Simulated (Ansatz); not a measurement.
# C2H5GeN: the cost of one run

Program: the Python package of Ansatz 0.2.0. Level of theory: Hartree-Fock/def2-SVP. These are calculated values, not measurements.

### Step 1. The system

Bond lengths: N1–Ge2 1.796 Å, Ge2–C3 1.813 Å, Ge2–C4 1.805 Å, C3–C4 1.493 Å, N1–H5 1.080 Å, N1–H6 1.083 Å, Ge2–H7 1.579 Å, C3–H8 1.051 Å, C4–H9 1.127 Å. Angles (14 of 15 angles, heavy atoms first): N1–Ge2–C3 113.2°, N1–Ge2–C4 110.2°, C3–Ge2–C4 48.7°, Ge2–C3–C4 65.4°, Ge2–C4–C3 65.9°, N1–Ge2–H7 118.2°, C3–Ge2–H7 127.5°, C4–Ge2–H7 101.8°, Ge2–N1–H5 109.7°, Ge2–N1–H6 110.3°, Ge2–C3–H8 146.8°, C4–C3–H8 147.0°, Ge2–C4–H9 147.9°, C3–C4–H9 144.5°.

No structure file is read: the coordinates are typed or built in the script.

### Step 2. The script

Input file c2h5gen.py:

```python
"""Relax the C2H5GeN molecule."""

import ansatz as az
import numpy as np

GEOMETRY = """
N    -0.97880    1.01930   -0.84990
Ge    0.44690   -0.01140   -0.48780
C     0.00510   -1.60410    0.25740
C     0.40540   -0.54900    1.23520
H    -0.86290    1.47060   -1.82450
H    -1.00540    1.87120   -0.18150
H     1.88260    0.63890   -0.58850
H    -0.21520   -2.61940    0.09690
H     0.41090   -0.26240    2.32560
"""


def main() -> None:
    geometry = az.Crystal.molecule()
    for line in GEOMETRY.strip().splitlines():
        symbol, *xyz = line.split()
        geometry = geometry.atom(symbol, [float(v) for v in xyz])

    calc = geometry.calculation()
    calc = calc.basis(gaussian="def2-SVP")
    calc = calc.functional("HF")
    symbols = [site.symbol for site in geometry.cartesian_sites]
    start = np.array([site.position_ang for site in geometry.cartesian_sites], dtype=float)
    report = calc.relax(force_tolerance=0.02).run().report
    end = np.array(report["positions_ang"])

    print("reference energy %16.6f eV" % report["reference_energy_ev"])
    print("total energy     %16.6f eV" % report["free_energy_ev"])
    print("occupied (up, down):", report["n_occupied"], " virtual:", report["n_virtual"], " frozen:", report["n_frozen"])

    print("bond        before    after (A)")
    for i, j in [(0, 1), (0, 4), (0, 5), (1, 2), (1, 3), (1, 6), (2, 3), (2, 7), (3, 8)]:
        d0, d1 = (np.linalg.norm(xyz[i] - xyz[j]) for xyz in (start, end))
        print(f"{symbols[i]}{i}-{symbols[j]}{j}".ljust(10), f"{d0:8.4f} {d1:8.4f}")


if __name__ == "__main__":
    main()
```

### Step 3. What the engine is handed

The package turns the script's settings into the engine's input:

```yaml
crystal:
  periodic: [false, false, false]
  atoms:
    - { symbol: "N", position_ang: [-0.9788, 1.0193, -0.8499] }
    - { symbol: Ge, position_ang: [0.4469, -0.0114, -0.4878] }
    - { symbol: C, position_ang: [0.0051, -1.6041, 0.2574] }
    - { symbol: C, position_ang: [0.4054, -0.549, 1.2352] }
    - { symbol: H, position_ang: [-0.8629, 1.4706, -1.8245] }
    - { symbol: H, position_ang: [-1.0054, 1.8712, -0.1815] }
    - { symbol: H, position_ang: [1.8826, 0.6389, -0.5885] }
    - { symbol: H, position_ang: [-0.2152, -2.6194, 0.0969] }
    - { symbol: H, position_ang: [0.4109, -0.2624, 2.3256] }
basis:
  gaussian:
    orbitals: def2-SVP
hamiltonian:
  xc: hf
relax:
  f_tol: 0.02
```

### Step 4. Launch

The run is started by

```bash
> python c2h5gen.py
```

**Question.** How long does this script take on 1 thread of AMD EPYC, shared host, and how much memory does it need?

About 2.4 min, with a peak of 0.28 GiB.
